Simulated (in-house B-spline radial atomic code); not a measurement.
# Mo¹⁹⁺: ionisation energy by several methods

Wanted: one ionisation energy, Mo¹⁹⁺ to configuration [Ar] 3d4, up the ladder of functionals.

The numbers are computed with in-house B-spline radial atomic code version 1 (scalar-relativistic (X2C), several functionals, spin-polarised, exact exchange averaged over the configuration; spherical all-electron atom at the radial basis limit), except any that are marked as measured or tabulated.

## Step 1: The atom as given

* element: molybdenum (Z = 42)
* charge: +19
* electrons: 23
* configuration: [Ar] 3d5
* nucleus: Fermi, rms radius 4.409 fm

The outer shells:

[Ar] 3d5
```
[Ar] core
3d [↑ ][↑ ][↑ ][↑ ][↑ ]
```

Where spins are not typed, each open shell is filled with up spins first.

## Step 2: B97-1, a global hybrid

Input settings:

```ini
Z = 42
electrons = 23.0
configuration = [Ar] 3d5
hamiltonian = x2c
method = b97_1
spin_polarised = True
nucleus = fermi
rms_radius = 4.4091
mass_number = 98
atomic_mass = 97.905403609
speed_of_light = 137.035999084
exact_exchange = averaged over the configuration
```

Command:

```
$ python run_scf.py task.json out
```

The settings of every run stand in task.json; they run in order.

The program writes no log. Results of the run, from its result record (rounded, main fields):

```text
{
  "status": "converged",
  "scf [iteration, energy, orbital gradient]": [
    [1, -3830.4904605, 2.31],
    [2, -3858.54134579, 0.656],
    [3, -3860.32690035, 0.247],
    [4, -3860.58636507, 0.0942],
    [5, -3860.62540836, 0.0227],
    [6, -3860.62832347, 0.000286],
    [7, -3860.62832377, 2.12e-05],
    [8, -3860.62832377, 6.11e-07],
    [9, -3860.62832377, 6.13e-09]
  ],
  "energy [hartree]": {"total": -3860.62832377, "kinetic": 4010.15085506, "nuclear": -8777.77107424, "coulomb": 1010.97907072, "exact_exchange": -21.624628122, "xc": -82.362547188},
  "orbitals [hartree, bohr; first row names the columns]": [
    ["name", "occ", "eps", "<r>", "<r^2>", "<1/r>", "r_max"],
    ["1s up", 1.0, -753.68088, 0.034672, 0.0016332, 44.979, 0.022289],
    ["1s down", 1.0, -753.67612, 0.034671, 0.0016331, 44.98, 0.022289],
    ["2s up", 1.0, -127.53318, 0.15285, 0.027579, 10.094, 0.12941],
    ["2s down", 1.0, -127.07412, 0.15246, 0.027436, 10.124, 0.12921],
    ["2p up", 3.0, -116.56992, 0.1334, 0.021733, 9.5759, 0.10331],
    ["2p down", 3.0, -116.19627, 0.13294, 0.021573, 9.6021, 0.10312],
    ["3s up", 1.0, -38.849862, 0.40369, 0.18582, 3.6661, 0.37124],
    ["3s down", 1.0, -38.27986, 0.40599, 0.1879, 3.6324, 0.37224],
    ["3p up", 3.0, -35.244851, 0.39849, 0.18354, 3.479, 0.36165],
    ["3p down", 3.0, -34.61114, 0.40153, 0.18629, 3.4416, 0.36301],
    ["3d up", 5.0, -29.762114, 0.36613, 0.1571, 3.2819, 0.29949]
  ],
  "sum_r [bohr^k]": {"-1": 212.18, "1": 6.214054, "2": 2.456899},
  "radius_at_0.001 [bohr]": 1.196,
  "radius_enclosing_fraction [bohr]": {"0.5": 0.2444, "0.9": 0.5219, "0.99": 0.7613},
  "slater [hartree]": {
    "F0(3p up,3p up)": 2.2573,
    "F2(3p up,3p up)": 1.1385,
    "F0(3p up,3p down)": 2.2487,
    "F2(3p up,3p down)": 1.1353,
    "F0(3p up,3d up)": 2.3382,
    "F2(3p up,3d up)": 1.1339,
    "G1(3p up,3d up)": 1.2716,
    "G3(3p up,3d up)": 0.82992,
    "F0(3p down,3p down)": 2.2403,
    "F2(3p down,3p down)": 1.1322,
    "F0(3p down,3d up)": 2.3287,
    "F2(3p down,3d up)": 1.1295,
    "F0(3d up,3d up)": 2.4746,
    "F2(3d up,3d up)": 1.2542,
    "F4(3d up,3d up)": 0.80526
  },
  "ionisation_energy [hartree]": 30.6043676
}
```

Run time: 0.46 s. Hardware: 1 thread, shared host.

The run also solves the next ion with the same method; the record keeps the difference, ionisation_energy. radius_at_0.001 is where the density falls to 0.001 electrons per bohr³.

Radial density 4πr²n(r) and radial functions P(r) = rR(r):

| r (bohr) | 4πr²n | 3p down | 3d up |
| --- | --- | --- | --- |
| 0.00220 | 4.196 | 0.0062 | 0.0000 |
| 0.00310 | 7.166 | 0.0113 | 0.0001 |
| 0.00435 | 11.83 | 0.0204 | 0.0002 |
| 0.00612 | 18.85 | 0.0371 | 0.0005 |
| 0.00860 | 28.35 | 0.0667 | 0.0013 |
| 0.0121 | 39.47 | 0.1182 | 0.0033 |
| 0.0170 | 49.26 | 0.2040 | 0.0082 |
| 0.0239 | 53.42 | 0.3389 | 0.0205 |
| 0.0336 | 49.91 | 0.5314 | 0.0492 |
| 0.0472 | 44.93 | 0.7632 | 0.1129 |
| 0.0663 | 50.07 | 0.9579 | 0.2434 |
| 0.0933 | 62.93 | 0.9524 | 0.4843 |
| 0.131 | 60.02 | 0.5436 | 0.8575 |
| 0.184 | 39.48 | -0.3219 | 1.3112 |
| 0.259 | 34.86 | -1.3072 | 1.6543 |
| 0.364 | 38.56 | -1.7436 | 1.6147 |
| 0.512 | 20.53 | -1.3255 | 1.1241 |
| 0.719 | 3.688 | -0.5654 | 0.4964 |
| 1.01 | 0.1638 | -0.1159 | 0.1168 |
| 1.42 | 0.001100 | -0.0086 | 0.0111 |

On the record's full grid the radial density has clear maxima near r = 0.024, 0.11, 0.36 bohr.

X-ray form factor of the spherical density:

| sinθ/λ (1/Å) | f (electrons) |
| --- | --- |
| 0 | 23.000 |
| 0.1 | 22.820 |
| 0.2 | 22.292 |
| 0.3 | 21.453 |
| 0.4 | 20.356 |
| 0.6 | 17.664 |
| 0.8 | 14.774 |
| 1 | 12.136 |
| 1.4 | 8.402 |
| 1.8 | 6.496 |
| 2.5 | 4.921 |
| 4 | 2.614 |
| 6 | 1.387 |

## Step 3: TPSSh, a global hybrid

The settings differ from step 2 so:

```diff
@@ -4,3 +4,3 @@
 hamiltonian = x2c
-method = b97_1
+method = tpssh
 spin_polarised = True
```

Main fields:

```text
{
  "status": "converged",
  "iterations": 7,
  "energy [hartree]": {"total": -3860.72433027, "kinetic": 4010.44796775, "nuclear": -8777.85330921, "coulomb": 1010.75845966, "exact_exchange": -10.2970512668, "xc": -93.7803972039},
  "orbitals [hartree, bohr; first row names the columns]": [
    ["name", "occ", "eps", "<r>"],
    ["1s up", 1.0, -753.25689, 0.034658],
    ["1s down", 1.0, -753.25534, 0.034658],
    ["2s up", 1.0, -127.154, 0.15276],
    ["2s down", 1.0, -126.76635, 0.15243],
    ["2p up", 3.0, -116.19622, 0.13334],
    ["2p down", 3.0, -115.87606, 0.13298],
    ["3s up", 1.0, -38.720966, 0.4036],
    ["3s down", 1.0, -38.168124, 0.40576],
    ["3p up", 3.0, -35.109054, 0.39863],
    ["3p down", 3.0, -34.515447, 0.40139],
    ["3d up", 5.0, -29.616473, 0.36663]
  ],
  "sum_r [bohr^k]": {"-1": 212.182, "1": 6.216059, "2": 2.458551},
  "ionisation_energy [hartree]": 30.5855839
}
```

It took 0.59 s on 1 thread, shared host.

Meta-GGA runs start from a PBE run whose iterations are not counted.

## Step 4: LC-ωPBE, a range-separated hybrid

The settings differ from step 3 so:

```diff
@@ -4,3 +4,3 @@
 hamiltonian = x2c
-method = tpssh
+method = lc_wpbe
 spin_polarised = True
```

Main fields:

```text
{
  "status": "converged",
  "iterations": 9,
  "energy [hartree]": {"total": -3860.37456306, "kinetic": 4010.22027983, "nuclear": -8777.62435275, "coulomb": 1010.74647993, "exact_exchange": -5.16348163938, "xc": -98.5534884203},
  "orbitals [hartree, bohr; first row names the columns]": [
    ["name", "occ", "eps", "<r>"],
    ["1s up", 1.0, -751.53187, 0.03467],
    ["1s down", 1.0, -751.53189, 0.034669],
    ["2s up", 1.0, -126.78841, 0.15286],
    ["2s down", 1.0, -126.40123, 0.15257],
    ["2p up", 3.0, -115.95678, 0.13336],
    ["2p down", 3.0, -115.66893, 0.13303],
    ["3s up", 1.0, -38.660477, 0.40402],
    ["3s down", 1.0, -38.169567, 0.40598],
    ["3p up", 3.0, -35.113541, 0.39883],
    ["3p down", 3.0, -34.607525, 0.40123],
    ["3d up", 5.0, -29.706082, 0.36649]
  ],
  "sum_r [bohr^k]": {"-1": 212.1783, "1": 6.216582, "2": 2.459555},
  "ionisation_energy [hartree]": 30.5729496
}
```

Run time: 0.62 s. Hardware: 1 thread, shared host.

## Step 5: Results

| method | rung | total energy (hartree) | ΔSCF (eV) | −ε highest (eV) | ΔSCF less tabulated (eV) |
| --- | --- | --- | --- | --- | --- |
| B97-1 | global hybrid | -3860.6283 | 832.79 | 809.87 (3d up) | +3.79 |
| TPSSh | global hybrid | -3860.7243 | 832.28 | 805.91 (3d up) | +3.28 |
| LC-ωPBE | range-separated hybrid | -3860.3746 | 831.93 | 808.34 (3d up) | +2.93 |

**Reading.** The tabulated ionisation energy is 829 ± 4 eV (tabulated theoretical; NIST Atomic Spectra Database). LC-ωPBE comes nearest (+2.93 eV) and B97-1 is farthest (+3.79 eV, 0.46 %). The table's own uncertainty is as large as these misses, so the order means little. All methods miss on the same side by much the same amount, which points to something that they share. Relativistic terms that these runs lack can be as large as the gaps between close methods, so the nearest may be so by luck. Spin-orbit coupling is left out. Open shells are averaged (over orientations, and over spins where the run is restricted), while tables refer to the lowest levels.

What each method cost (CPU seconds, one thread, shared host; runs marked * also made radial tables):

| method | CPU time | miss (eV) |
| --- | --- | --- |
| B97-1* | 0.45 s | +3.79 |
| TPSSh | 0.59 s | +3.28 |
| LC-ωPBE | 0.62 s | +2.93 |
